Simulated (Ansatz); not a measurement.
# CH₅FGaN: a ladder of functionals and wavefunction methods

Aim: compute CH₅FGaN with functionals from several rungs and with coupled cluster. The yardstick is the atomisation energy at the CCSD(T) limit.

The runs use Ansatz 0.2.0, Gaussian basis; functionals in def2-TZVPP, the program's frozen cores in correlated methods.

Plan: PBE-D4, r2SCAN-D4, PBE0-D4, B3LYP-D4, ωB97X-V, ωB97M-V, B2PLYP; CCSD(T)/def2-TZVPP; MP2/def2-QZVPP; extrapolation to the limit.

## Step 1: The relaxed structure

All runs share one geometry, relaxed beforehand with PBE0-D4 in a triple-zeta def2 set.

SMILES `[NH2][GaH][CH2]F`, 9 atoms, charge 0, spin multiplicity 1.

Atoms are counted from 1 here; the program's logs count them from 0.

Bond lengths: N1–Ga2 1.816 Å, N1–H5 1.006 Å, N1–H6 1.006 Å, Ga2–C3 1.989 Å, Ga2–H7 1.559 Å, C3–F4 1.393 Å, C3–H8 1.096 Å, C3–H9 1.096 Å. Angles: Ga2–N1–H5 125.0°, Ga2–N1–H6 123.4°, H5–N1–H6 111.5°, N1–Ga2–C3 116.3°, N1–Ga2–H7 117.8°, C3–Ga2–H7 126.0°, Ga2–C3–F4 111.3°, Ga2–C3–H8 111.3°, Ga2–C3–H9 111.3°, F4–C3–H8 107.8°, F4–C3–H9 107.8°, H8–C3–H9 107.1°.

## Step 2: PBE-D4 (GGA)

The input, in.yaml:

```yaml
crystal:
  periodic: [false, false, false]
  atoms:
    - {symbol: N, position_ang: [-0.655838, 1.643108, -0.353798]}
    - {symbol: Ga, position_ang: [0.622563, 0.353640, -0.307427]}
    - {symbol: C, position_ang: [0.073410, -1.402911, 0.447040]}
    - {symbol: F, position_ang: [1.129327, -2.311427, 0.432176]}
    - {symbol: H, position_ang: [-1.601706, 1.530203, -0.031221]}
    - {symbol: H, position_ang: [-0.495645, 2.569617, -0.710965]}
    - {symbol: H, position_ang: [2.037938, 0.713581, -0.852921]}
    - {symbol: H, position_ang: [-0.753652, -1.840005, -0.123233]}
    - {symbol: H, position_ang: [-0.268096, -1.302004, 1.483151]}
basis:
  gaussian: {orbitals: def2-TZVPP}
hamiltonian: {xc: pbe, dispersion: d4}
output: {forces: true, orbitals: {seedname: orbitals}}
```

The run is started by

```sh
$ ansatz run in.yaml --threads 4 --pin off --events-out ev --progress --plain --max-ram 10444MiB
```

After this run come: r2SCAN-D4 (meta-GGA); PBE0-D4 (hybrid); B3LYP-D4 (hybrid); ωB97X-V (range-separated); ωB97M-V (range-separated); B2PLYP (double hybrid); CCSD(T) in def2-TZVPP; MP2 in def2-QZVPP.

Q: Predict the results of all the runs planned. Wanted: atomisation energy, CCSD(T)/CBS; farthest; mean size of error, hybrid; mean size of error, range-separated; gap, smallest and largest; T1 diagnostic; triples share of the correlation energy.

As calculated:

| quantity | value |
| --- | --- |
| atomisation energy, CCSD(T)/CBS | 30.361 eV |
| functionals within 0.304 eV (1.0 %) | r2SCAN-D4, PBE0-D4, B3LYP-D4, ωB97X-V, ωB97M-V |
| farthest | B2PLYP (-0.457 eV) |
| mean size of error, hybrid | 0.220 eV |
| mean size of error, range-separated | 0.066 eV |
| gap, smallest and largest | 4.77 eV (PBE-D4), 11.29 eV (ωB97X-V) |
| T1 diagnostic | 0.0131 |
| triples share of the correlation energy | 3.5 % |

PBE-D4 is off by +0.449 eV. Double hybrids carry the basis error of their MP2 part in triple zeta, and no dispersion term here, so their miss is partly the set-up's. The reference freezes the cores and leaves out relativity and excitations past (T), and its outer-core shells are covered unevenly, so misses under about 0.304 eV can't be ranked. Hartree-Fock recovers 69 % of the binding; the rest is correlation. Orbital gaps span 4.8 to 11.3 eV; exact exchange widens them. Correlated methods include outer-core shells of Ga, which these sets cover unevenly.
